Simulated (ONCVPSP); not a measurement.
**Technetium: generating and testing an ONCV potential**

Aim: build the potential from the settings below, then test how well it stands in for the atom: other configurations, scattering, ghost states and the plane-wave cutoff that it needs.

Method: ONCVPSP 4.0.1, LDA (Perdew-Wang 92), scalar-relativistic.

### 1 Starting point

The settings as typed:

- element: technetium (Tc, Z = 43)
- type: optimised norm-conserving Vanderbilt (ONCV)
- frozen core: [Ar] 3d10
- valence charge: 15
- reference configuration: 4s2 4p6 4d5 5s1.5 (charge +0.5)
- partial waves: 4s+5s: rc 2.05 bohr, ncon 5, nbas 8, qcut 6.3 1/bohr, 2 projectors; 4p: rc 1.85 bohr, ncon 4, nbas 7, qcut 6.1 1/bohr, 3 projectors, debl 1.7 Ha; 4d: rc 1.65 bohr, ncon 3, nbas 6, qcut 6.9 1/bohr, 2 projectors, debl 1 Ha
- local potential: polynomial inside 1.10 bohr (lpopt 5, dvloc0 0 Ha)
- core correction: not asked for

The nodes and maxima of the atom's own shells, from an earlier all-electron run, set the scale for the radii.

All-electron outer shells of the reference configuration (LDA (PZ), scalar-relativistic, ld1.x):

| shell | level (eV) | outermost node (bohr) | outermost maximum (bohr) |
| --- | --- | --- | --- |
| 3d | -253.84 | – | 0.31 |
| 4s | -77.06 | 0.50 | 0.95 |
| 4p | -49.07 | 0.51 | 1.03 |
| 4d | -10.42 | 0.50 | 1.27 |
| 5s | -8.40 | 1.28 | 2.65 |
| 5p | -4.19 | 1.45 | 3.41 |

### 2 Generating the potential

Tc.dat

```
# ATOM AND REFERENCE CONFIGURATION
# atsym  z   nc   nv     iexc    psfile
  Tc 43.00    6    4  -001012      upf
#
#   n    l    f
    1    0    2.00
    2    0    2.00
    2    1    6.00
    3    0    2.00
    3    1    6.00
    3    2   10.00
    4    0    2.00
    4    1    6.00
    4    2    5.00
    5    0    1.50
#
# PSEUDOPOTENTIAL AND OPTIMIZATION
# lmax
    2
#
#   l,   rc,      ep,       ncon, nbas, qcut
    0    2.05    0.00    5    8    6.30
    1    1.85    0.00    4    7    6.10
    2    1.65    0.00    3    6    6.90
#
# LOCAL POTENTIAL
# lloc, lpopt,  rc(5),   dvloc0
    4    5    1.10    0.00
#
# VANDERBILT-KLEINMAN-BYLANDER PROJECTORs
# l, nproj, debl
    0    2    2.00
    1    3    1.70
    2    2    1.00
#
# MODEL CORE CHARGE
# icmod, fcfact, rcfact
    0    0.00    0.00
#
# LOG DERIVATIVE ANALYSIS
# epsh1, epsh2, depsh
   -4.00    5.00    0.02
#
# OUTPUT GRID
# rlmax, drl
    6.00    0.01
#
# TEST CONFIGURATIONS
# ncnf
    4
# nvcnf
#   n    l    f
    4
    4    0    2.00
    4    1    6.00
    4    2    5.00
    5    0    2.00
#
    4
    4    0    2.00
    4    1    6.00
    4    2    5.00
    5    0    1.00
#
    4
    4    0    2.00
    4    1    6.00
    4    2    5.00
    5    0    0.00
#
    4
    4    0    2.00
    4    1    6.00
    4    2    3.00
    5    0    0.00
#
```

Command:

```
$ oncvpsp.x < Tc.dat > Tc.out
```

Q: Predict the outcome of this session. Wanted: cutoffs for 1 and 0.1 mHa per electron, occupied waves; bound ghosts; GHOST(+) flags; largest test error; largest phase difference near zero energy, channels read; projector energies reset by the program.

As calculated:

```
                                                quantity                                                  value
  cutoffs for 1 and 0.1 mHa per electron, occupied waves                                        20 Ha and 23 Ha
                                            bound ghosts                                             none found
                                          GHOST(+) flags  s at 101 eV (1 near or above the test basis's cutoff)
                            largest test error (AE − PS)                           +23 meV, for 4s2 4p6 4d3 5s0
largest phase difference near zero energy, channels read                                              0.001 rad
                 projector energies reset by the program                             p: -1.803, 0.250, 1.950 Ha
```

What this shows: By total energies transferability is good: the largest error is 23 meV on 91.4 eV, for 4s2 4p6 4d3 5s0. The potential is of middling hardness: the looser tolerance needs 20 Ha. At the looser tolerance the 4d wave is the slowest; 4s needs 14 Ha. No bound ghost shows below the valence levels. Near zero energy the phases of the channels with partial waves agree within 0.001 rad. The program also flags highly localised states, GHOST(+) (s). These are tests on the free atom; a crystal test is still owed.
